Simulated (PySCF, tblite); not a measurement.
# C3H10GeP−: geometry, infrared bands and NMR shifts

Aim: predict the infrared bands and NMR shifts of C3H10GeP− (`[CH3][Ge]([CH3])([CH3])[PH-]`).

Computed with tblite 0.8.0 and PySCF 2.14.0, with density-fitted response routines of our own, on a single molecule in the gas phase. Atoms are numbered from 0 throughout.

**1. The starting structure**

15 atoms, charge -1, multiplicity 1; geometry from: force field or distance geometry start.

Bonds of the start (Å): C0–Ge1 1.93, Ge1–C2 1.95, Ge1–C3 1.94, Ge1–P4 2.25, C0–H5 1.12, C0–H6 1.12, C0–H7 1.11, C2–H8 1.11, C2–H9 1.12, C2–H10 1.10, C3–H11 1.11, C3–H12 1.11, C3–H13 1.12, P4–H14 1.42.

**2. Optimising the geometry with GFN2-xTB**

Job settings and geometry (Å):

```
{"job": {"kind": "relax", "xc": "GFN2-xTB", "basis": "xTB"}, "charge": -1, "multiplicity": 1}
C      0.229800     1.303700    -1.264800
Ge     0.218000    -0.008500     0.153300
C      0.643700    -1.767300    -0.570700
C     -1.530000    -0.051800     0.994300
P      1.765400     0.537900     1.695500
H     -0.550400     1.032600    -2.020300
H     -0.012500     2.308400    -0.845700
H      1.227000     1.336700    -1.739700
H      0.639600    -2.519500     0.242100
H     -0.135700    -2.036200    -1.324600
H      1.631400    -1.738000    -1.055400
H     -2.297300    -0.334000     0.247900
H     -1.767900     0.941500     1.433700
H     -1.524300    -0.814100     1.813700
H      1.458500     1.816600     2.219000
```

Run with:

```console
OMP_NUM_THREADS=1 python probes_run.py task.json out
```

One launch serves the whole session: the jobs run in the order shown.

**Question.** This job is followed by: GFN2-xTB harmonic vibrations, gas phase; GIAO PBE0/pcSseg-1 NMR shielding, non-relativistic, gas phase. What will the session give for the following? strongest single infrared mode (GFN2-xTB); zero-point energy (GFN2-xTB); 13C shifts against TMS (PBE0/pcSseg-1, means over atoms taken as alike); 1H shifts against TMS (PBE0/pcSseg-1, means over atoms taken as alike); 73Ge shifts against GeMe4 (PBE0/pcSseg-1); 31P shifts against H3PO4 (PBE0/pcSseg-1).

As calculated:

| quantity | value |
| --- | --- |
| strongest single infrared mode (GFN2-xTB) | 2332 cm⁻¹, 336 km/mol |
| zero-point energy (GFN2-xTB) | 72.1 kcal/mol |
| 13C shifts against TMS (PBE0/pcSseg-1, means over atoms taken as alike) | 9.5 ppm |
| 1H shifts against TMS (PBE0/pcSseg-1, means over atoms taken as alike) | -0.27, -2.86 ppm |
| 73Ge shifts against GeMe4 (PBE0/pcSseg-1) | 22 ppm |
| 31P shifts against H3PO4 (PBE0/pcSseg-1) | -349.8 ppm |

Relaxing lowered the energy by 0.652 eV in 31 steps; the close pair that moved most is C0–Ge1, from 1.932 to 2.033 Å. No mode is imaginary among the 39: a minimum at this level. The strongest single mode, at 2332 cm⁻¹, moves mainly H14. Unscaled tight-binding wavenumbers are off by several per cent, some by more. Its intensities can rank the bands wrongly. At PBE0/pcSseg-1: The widest tensor belongs to Ge1: span 397 ppm, with a paramagnetic part of -1447 ppm. Spin-orbit coupling is left out, which matters for shieldings and couplings at and beside the heavy atoms. At PBE0/pcSseg-1 the HOMO lies above zero (+0.29 eV), as often for anions in the gas phase: self-interaction error lifts it, or the electron is held by the finite basis alone; counter-ions and solvent are missing.
